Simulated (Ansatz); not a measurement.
**TaN (singlet): from Hartree-Fock to the top rungs, def2-SVP**

An exercise on one series of results from a longer session: the logs are not shown, and one member is left open.

Program: Ansatz 0.2.0, Gaussian basis. Level of theory: def2-SVP, core rule «outside noble gas», up to 5 orbitals frozen. These are calculated values, not measurements.

Plan: UHF; CCSD(T) on RHF; CCSD(T) on UHF; CISD; CCSDT(Q) on RHF; CCSDT(Q) on UHF; CASSCF and MRCISD+Q, 10 electrons in 10 orbitals; CASSCF and NEVPT2, 10 electrons in 10 orbitals.

23 further runs of the same task are left out: 7 for a known fault of the program, 6 that didn't finish, 10 set aside as unsound or not needed. Runs told in other sessions of the task aren't counted.

## What is computed

The geometry is a PBE0/def2-TZVP stationary point (not a proven minimum) of the parent state, kept for this charge and spin. No spin-orbit coupling is included. Elements past krypton take def2 core potentials.

2 atoms, charge 0, spin multiplicity 1.

Atoms are counted from 1 here; the program's logs count them from 0.

Bond lengths: Ta1–N2 1.681 Å.

The first run:

Contents of in.yaml:

```yaml
crystal:
  periodic: [false, false, false]
  atoms:
    - {symbol: Ta, position_ang: [0.000000, 0.000000, 0.000000]}
    - {symbol: N, position_ang: [0.000000, 0.000000, 1.681000]}
basis:
  gaussian: {orbitals: def2-SVP}
magnetization: {spin_polarized: true, initial_magnetization: 0}
hamiltonian: {xc: hf}
output: {orbitals: {seedname: orbitals}}
```

On the command line:

```bash
$ ansatz run in.yaml --threads 1 --pin off --events-out ev --progress --plain --max-ram 2393MiB
```

Among the steps run: UHF; CCSD(T) on RHF; CCSD(T) on UHF; CISD; CCSDT(Q) on RHF; CCSDT(Q) on UHF; CASSCF and MRCISD+Q, 10 electrons in 10 orbitals; CASSCF and NEVPT2, 10 electrons in 10 orbitals.

One table of the session follows, with a row left open; its other results are not shown here.

It belongs to the step «Misses and costs». 

| method | from RCCSDT(Q) (meV) |
| --- | --- |
| RHF | +9050.0 |
| UHF | +8805.7 |
| RMP2 | -127.9 |
| UMP2 | +0.4 |
| RCCSD | +665.4 |
| UCCSD | +695.7 |
| RCCSD(T) | +80.0 |
| UCCSD(T) | +133.8 |
| RCCSDT | +82.8 |
| UCCSDT | +127.2 |
| RCCSDT(Q) | 0 |
| UCCSDT(Q) | ? |
| CASSCF valence | +4487.5 |
| NEVPT2 valence | +943.4 |
| MRCISD valence | +328.7 |
| MRCISD+Q valence | +40.8 |

Q: Estimate the row for UCCSDT(Q) from the others.

**Answer.** from RCCSDT(Q) (meV): +43.0. In the column «from RCCSDT(Q) (meV)» it lies between MRCISD+Q valence (+40.8) and RCCSD(T) (+80.0).

Not comparable, so not listed: CISD (they don't share determinant, frozen orbitals or solution with the rows shown, or repeat one).

To keep in mind: The determinant of HF (⟨S²⟩ 0.78) is far from a pure spin state, so its energy mixes those of several spin states; that is harmless only where they are near-degenerate. The determinant of CCSD(T) (⟨S²⟩ 0.75) is far from a pure spin state, so its energy mixes those of several spin states; high orders of coupled cluster remove much of that, low ones don't. The determinant of CCSDT(Q) (⟨S²⟩ 0.75) is far from a pure spin state, so its energy mixes those of several spin states; high orders of coupled cluster remove much of that, low ones don't. Warnings: restricted reference is unstable; spin contamination; large T1 diagnostic. Restricted and unrestricted rows rest on different reference determinants; a gap between their highest levels can come from leftover correlation error, from unlike frozen cores or from another state.
